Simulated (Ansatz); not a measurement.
**BHBr (doublet): wave-function methods side by side, cc-pVDZ**

How much of the correlation energy of BHBr (doublet) does each wave-function method recover here?

Program: Ansatz 0.2.0, Gaussian basis. Level of theory: cc-pVDZ, core rule «outside noble gas», up to 15 orbitals frozen. These are calculated values, not measurements.

Plan: UHF; CCSD(T) on ROHF; CCSD(T) on UHF; BCCD(T) on ROHF; CISD as a restricted active space (open shells left free, so some higher excitations enter); CCSDT(Q) on ROHF; CCSDT(Q) on UHF; CASSCF and MRCISD+Q, 11 electrons in 9 orbitals; CASSCF and NEVPT2, 11 electrons in 9 orbitals.

35 further runs of the same task are left out: 6 for a known fault of the program, 12 that didn't finish, 17 set aside as unsound or not needed. Runs told in other sessions of the task aren't counted.

## Step 1: The system

The geometry is a PBE0/def2-TZVP stationary point (not a proven minimum) of the parent state, kept for this charge and spin. No spin-orbit coupling is included. The filled d shell of Br may be among the frozen orbitals whatever the setting's name suggests.

3 atoms, charge 0, spin multiplicity 2.

Atoms are counted from 1 here; the program's logs count them from 0.

Bond lengths: B1–Br2 1.977 Å, B1–H3 1.279 Å. Angles: Br2–B1–H3 79.0°.

## Step 2: UHF

Input file in.yaml:

```yaml
crystal:
  periodic: [false, false, false]
  atoms:
    - {symbol: B, position_ang: [0.000000, -0.188124, 1.715115]}
    - {symbol: Br, position_ang: [0.000000, 0.011759, -0.252218]}
    - {symbol: H, position_ang: [0.000000, 1.085637, 1.598465]}
basis:
  gaussian: {orbitals: cc-pVDZ}
magnetization: {spin_polarized: true, initial_magnetization: 1}
hamiltonian: {xc: hf}
output: {orbitals: {seedname: orbitals}}
```

On the command line:

```sh
ansatz run in.yaml --threads 1 --pin off --events-out ev --progress --plain --max-ram 2393MiB
```

After this run come: CCSD(T) on ROHF; CCSD(T) on UHF; BCCD(T) on ROHF; CISD as a restricted active space (open shells left free, so some higher excitations enter); CCSDT(Q) on ROHF; CCSDT(Q) on UHF; CASSCF and MRCISD+Q, 11 electrons in 9 orbitals; CASSCF and NEVPT2, 11 electrons in 9 orbitals.

Before running them: what should the planned runs give, taken together? Wanted: UCCSDT(Q) from the RHF energy; RMP2 from UCCSDT(Q); UMP2 from UCCSDT(Q); RCCSD from UCCSDT(Q); RCCSD(T) from UCCSDT(Q); UCCSD(T) from UCCSDT(Q); RCCSDT(Q) from UCCSDT(Q); NEVPT2 valence from UCCSDT(Q); MRCISD+Q valence from UCCSDT(Q).

The runs gave:

| quantity | value |
| --- | --- |
| UCCSDT(Q) from the ROHF energy | -5.8941 eV |
| RMP2 from UCCSDT(Q) | +921.9 meV |
| UMP2 from UCCSDT(Q) | +906.6 meV |
| RCCSD from UCCSDT(Q) | +229.2 meV |
| RCCSD(T) from UCCSDT(Q) | +46.1 meV |
| UCCSD(T) from UCCSDT(Q) | +46.5 meV |
| RCCSDT(Q) from UCCSDT(Q) | +5.6 meV |
| NEVPT2 valence from UCCSDT(Q) | +1011.5 meV |
| MRCISD+Q valence from UCCSDT(Q) | +62.7 meV |
| levels within 1 kcal/mol (43 meV) | RCCSDT, UCCSDT, RCCSDT(Q) |
| T1 diagnostic | 0.036 |
| effectively unpaired electrons | 1.02 |

RCCSD(T) misses by +46.1 meV, 0.8 % of the correlation energy. One determinant dominates. Of the multireference levels listed MRCISD+Q valence comes nearest in total energy (+62.7 meV), which doesn't show that its space is the better one. These misses are within one basis, not against nature; the frozen cores of restricted and unrestricted runs differ, which can shift their rows.

With open shells the CI space here admits some higher excitations, so it is larger than plain CISD.
